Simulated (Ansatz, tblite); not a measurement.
# The cluster Mn₆−: rung by rung

Aim: run the multiplicity 24 of the cluster Mn₆− at one geometry on many levels, and compare frontier levels, spin and run time.

Program: Ansatz 0.2.0, Gaussian basis. Level of theory: as each input shows. These are calculated values, not measurements.

Levels to be run: GFN1-xTB, PBE-D4/def2-SVP, r2SCAN-D4/def2-SVP, r2SCAN0-D4/def2-SVP, B97M-V/def2-SVP, HF/def2-SVP, HF/STO-3G, MP2/def2-TZVPD, RPA/def2-TZVPD.

2 further runs of the same task are left out: 2 that didn't finish. Runs told in other sessions of the task aren't counted.

**1. The geometry**

The multiplicity 24 was relaxed beforehand with r2SCAN-D4/def2-SVPD. At that level it is the lowest of the isomers that a small search found.

6 atoms, charge -1, spin multiplicity 24.

Bond lengths: Mn1–Mn2 2.671 Å, Mn1–Mn5 2.619 Å, Mn1–Mn6 2.621 Å, Mn2–Mn3 2.766 Å, Mn2–Mn5 2.582 Å, Mn2–Mn6 2.581 Å, Mn3–Mn4 2.671 Å, Mn3–Mn5 2.583 Å, Mn3–Mn6 2.581 Å, Mn4–Mn5 2.619 Å, Mn4–Mn6 2.622 Å, Mn5–Mn6 2.397 Å. Angles: Mn2–Mn1–Mn5 58.4°, Mn2–Mn1–Mn6 58.4°, Mn5–Mn1–Mn6 54.4°, Mn1–Mn2–Mn3 108.2°, Mn1–Mn2–Mn5 59.8°, Mn1–Mn2–Mn6 59.8°, Mn3–Mn2–Mn5 57.6°, Mn3–Mn2–Mn6 57.6°, Mn5–Mn2–Mn6 55.3°, Mn2–Mn3–Mn4 108.2°, Mn2–Mn3–Mn5 57.6°, Mn2–Mn3–Mn6 57.6°, Mn4–Mn3–Mn5 59.8°, Mn4–Mn3–Mn6 59.9°, Mn5–Mn3–Mn6 55.3°, Mn3–Mn4–Mn5 58.5°, Mn3–Mn4–Mn6 58.4°, Mn5–Mn4–Mn6 54.4° and more.

No spin-orbit coupling is included. The ion is computed in the gas phase, without counter-ions or solvent.

PBE0-D4/def2-SVP was run before; its log isn't repeated, and its numbers join the tables.

**2. GFN1-xTB**

Tight binding, by tblite at 300 K electronic temperature and without a spin-polarisation term:

```python
tblite.interface.Calculator('GFN1-xTB', numbers, positions, charge=-1, uhf=23).singlepoint()
```

Energy -371.9205 eV; 0.038 s.

**3. PBE-D4/def2-SVP**

start.molden holds the orbitals of an earlier run on this state, given as this run's starting guess.

File in.yaml:

```yaml
crystal:
  periodic: [false, false, false]
  atoms:
    - {symbol: Mn, position_ang: [-2.093571, 0.959025, -0.888659]}
    - {symbol: Mn, position_ang: [-1.164555, -1.526069, -0.581271]}
    - {symbol: Mn, position_ang: [1.356770, -1.373094, 0.545521]}
    - {symbol: Mn, position_ang: [1.950741, 1.204888, 0.913952]}
    - {symbol: Mn, position_ang: [0.460646, 0.415150, -1.089564]}
    - {symbol: Mn, position_ang: [-0.510022, 0.320109, 1.100022]}
basis:
  gaussian: {orbitals: def2-SVP, initial_orbitals: start.molden}
total_charge: -1
magnetization: {spin_polarized: true, initial_magnetization: 23}
hamiltonian: {xc: pbe, dispersion: d4}
scf: {omitted_lower_state_checks: [starts]}
output: {forces: true, orbitals: {seedname: orbitals}}
```

Run with:

```sh
> ansatz run in.yaml --threads 4 --pin off --events-out ev --progress --plain --max-ram 4787MiB
```

After this run come: r2SCAN-D4/def2-SVP; r2SCAN0-D4/def2-SVP; B97M-V/def2-SVP; HF/def2-SVP; HF/STO-3G; MP2/def2-TZVPD; RPA/def2-TZVPD.

**Question.** What will the summary of the whole plan be? Wanted: correlation energy, MP2/def2-TZVPD.

The runs gave:

| quantity | value |
| --- | --- |
| correlation energy, MP2/def2-TZVPD | -62.58 eV |

**Reading.** PBE-D4, r2SCAN-D4, B97M-V, PBE0-D4 leave an empty level below a filled one, so this occupation isn't an aufbau state there; left out of the range. r2SCAN0-D4 puts the HOMO above zero; others here keep it below zero, so the sign hangs on the functional's self-interaction and doesn't show that the species is unbound.
